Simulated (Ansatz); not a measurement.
**SF2 (sulfur difluoride): BHLYP/def2-TZVP**

Aim: the electronic atomisation energy of SF2 (sulfur difluoride) at BHLYP/def2-TZVP, from 3 runs. 

The calculation is run with Ansatz 0.2.0.

42 further runs of the same task are left out: 42 set aside as unsound or not needed.

### Step 1. Starting point

The species is SF2 (3 atoms), meant as a singlet with charge 0. As SMILES, `FSF`. The coordinates come from a PBE0-D4/def2-TZVP relaxation.

Bond lengths: F1–S2 1.590 Å, S2–F3 1.590 Å. Angles: F1–S2–F3 98.6°.

### Step 2. The energy at BHLYP/def2-TZVP

Input file molecule.yaml:

```yaml
basis:
  gaussian:
    orbitals: def2-TZVP
crystal:
  periodic: [false, false, false]
  atoms:
    - {symbol: F, position_ang: [0.440140, 1.116450, 0.365400]}
    - {symbol: S, position_ang: [-0.601990, 0.126530, -0.315250]}
    - {symbol: F, position_ang: [0.161840, -1.242970, -0.050150]}
hamiltonian:
  xc: {name: BHLYP}
accuracy: high
output: {orbitals: {seedname: orbitals}}
```

Launch:

```
$ ansatz run molecule.yaml --threads 1 --pin off --max-ram 3480MiB --events-out events.jsonl --progress --plain --runs-dir runs
```

The log of the run:

```text
Warning: RAYON_NUM_THREADS=1 ignored (pool sized by the plan → 1); use --threads N
Functional definition: BHLYP
  name "BHLYP"
  parameter a = 0.5
  exchange = (1 - a)*b88_x + a*exact_x
  correlation = lyp_c
1532 factors; integrals over basis functions are off by at most 3.3e-9 eV
mean field evaluation 1: about -16266.3343 eV, gradient 3.5e1 eV
mean field evaluation 2: about -16265.5699 eV, gradient 4.3e1 eV
mean field evaluation 4: about -16268.0111 eV, gradient 5.5e-1 eV
mean field evaluation 8: about -16268.3353 eV, gradient 5.5e-2 eV
mean field evaluation 16: about -16268.3354 eV, gradient 6.0e-5 eV
mean field -16268.33543138 eV, -597.8503000296 hartree, gradient 1.3e-8 eV, S^2 0.000000; 0 other end points of the search recorded, 0 dependent functions left out
reference -16268.33544876 eV, -597.8503006679 hartree; 17, 17 occupied and 82, 82 virtual orbitals, 1532 factors
Total energy: -16268.33544876 eV, -597.8503006679 hartree
```

Wall time 5.1 s (1 thread of Arm Neoverse V1, shared host); peak memory 0.23 GiB.

### Step 3. The F atom, same level

Input file run.yaml:

```yaml
crystal:
  periodic: [false, false, false]
  atoms:
    - {symbol: F, position_ang: [0.000000, 0.000000, 0.000000]}
basis:
  gaussian: {orbitals: def2-TZVP}
magnetization: {spin_polarized: true, initial_magnetization: 1}
hamiltonian: {xc: {name: BHLYP}}
accuracy: high
```

Run the same way, it converges to -99.74467 Eh (log not shown).

### Step 4. The S atom at the same level

Input file input.yaml:

```yaml
crystal:
  periodic: [false, false, false]
  atoms:
    - {symbol: S, position_ang: [0.000000, 0.000000, 0.000000]}
basis:
  gaussian:
    orbitals: def2-TZVP
magnetization:
  spin_polarized: true
  initial_magnetization: 2
hamiltonian:
  xc: {name: BHLYP}
accuracy: high
```

Run the same way, it converges to -398.12097 Eh (log not shown).

### Step 5. Results

Level: BHLYP/def2-TZVP.

```
                     quantity          value
       molecule: total energy  -597.85030 Eh
        molecule: HOMO energy       -8.62 eV
        molecule: LUMO energy       -0.49 eV
      molecule: HOMO–LUMO gap        8.13 eV
         F atom: total energy   -99.74467 Eh
                 F atom: ⟨S²⟩          0.752
         S atom: total energy  -398.12097 Eh
                 S atom: ⟨S²⟩          2.005
electronic atomisation energy       6.530 eV
```

What this shows: Taking the molecule apart into free atoms costs 6.53 eV (151 kcal/mol), before zero-point energy and without spin-orbit coupling.
